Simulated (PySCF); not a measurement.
# IrBr: bond curves at several levels of theory

An exercise on one series of results from a longer session: the logs are not shown, and one member is left open.

The runs use PySCF 2.14.0; Ir def2-TZVPP with ECP60, Br def2-TZVPP, scalar-relativistic core potentials.

The first run:

The job is set up so:

* atoms: Ir, Br
* charge: 0
* basis: Ir def2-TZVPP with ECP60, Br def2-TZVPP
* Hamiltonian: scalar-relativistic core potentials
* basis functions: 104
* electrons treated: 52
* masses in u: 192.9629, 78.9183
* levels: PBE0, PBE, r²SCAN, B2PLYP, M06-2X, MN15, r²SCAN0, ωB97M-V, HF, MP2, SCS-MP2
* grid: 80 radial by 434 angular points
* occupations: held fixed by the projection of orbital angular momentum
* dissociation limit: Ir + Br, each in its ground configuration
* starting distance in angstrom: 2.300
* values of 2S to try: 0, 2, 4, 6

Started as:

```console
> OMP_NUM_THREADS=2 python dia.py task.json out
```

Among the steps run: Set-up; The PBE0 curve of the state that the search chose; Excited determinants; PBE; r²SCAN; B2PLYP (double hybrid); M06-2X; MN15 (hybrid meta-GGA); r²SCAN0; ωB97M-V; UHF (mean field).

One of the session's tables, all rows but one given; the rest of the session is left out.

It belongs to the step «The curves together». Energy (eV) from each level's lowest point:

| R (Å) | UHF | UHF-MP2 | UHF-SCS-MP2 | PBE | r²SCAN |
| --- | --- | --- | --- | --- | --- |
| 1.985 | 2.072 | 1.115 | 1.276 | 1.327 | 1.336 |
| 2.077 | 1.082 | 0.415 | 0.518 | 0.551 | 0.557 |
| 2.170 | 0.484 | 0.084 | 0.134 | 0.153 | 0.156 |
| 2.239 | ? | ? | ? | ? | ? |
| 2.308 | 0.066 | 0.015 | 0.000 | 0.000 | 0.000 |
| 2.377 | 0.000 | 0.101 | 0.059 | 0.049 | 0.048 |
| 2.470 | 0.010 | 0.291 | 0.217 | 0.192 | 0.191 |
| 2.585 | 0.127 | 0.599 | 0.492 | 0.445 | 0.446 |
| 2.723 | 0.356 | 1.015 | 0.880 | 0.798 | 0.803 |
| 2.908 | 0.724 | 1.572 | 1.420 | 1.278 | 1.286 |

**Question.** Estimate the row for R (Å) = 2.239.

Worked estimate for «UHF». A straight line through the neighbours (2.170, 0.484) and (2.308, 0.066) gives 0.484 + (0.066 − 0.484) × (2.239 − 2.170) / (2.308 − 2.170) = 0.275; a parabola fitted to 4 rows on both sides gives 0.212.

**Answer.** UHF: 0.218; UHF-MP2: 0.000; UHF-SCS-MP2: 0.016; PBE: 0.025; r²SCAN: 0.026. In «UHF» the line misses by +0.057 and the parabola by -0.006.
